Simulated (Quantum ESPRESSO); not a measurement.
# SiTe: Wannier functions under several settings

```
Si Te
1.0
     3.71434    0.00000    0.00000
    -1.85717    3.21671    0.00000
     0.00000    0.00000    4.97637
Si Te
1 1
Cartesian
  0.0000 0.0000 2.4882
  0.0000 0.0000 0.0000
```

The cell was built by a generator and needn't be a form met in nature.

All runs used Quantum ESPRESSO 7.5; potentials PseudoDojo 0.4.1 SR PBEsol standard; k mesh 6 × 6 × 5; given cell; no spin polarisation; cutoff 1088 eV; occupations fermi-dirac, width 0.05 eV.

```csv
level,start,Wannier mesh,spread a function (Å²),RMS miss of the bands (meV)
PBEsol,atomic projections with disentanglement,5 × 5 × 4,?,?
PBEsol,"atomic projections with disentanglement, not minimised",5 × 5 × 4,2.02,49
PBEsol,SCDM with an erfc weight,5 × 5 × 4,3.04,63
```

**Question.** What stands in the row left open?

**Answer.** Spread a function 2.04 Å²; RMS miss of the bands 49 meV.

For the row left open. Caveat: the k mesh is coarse.
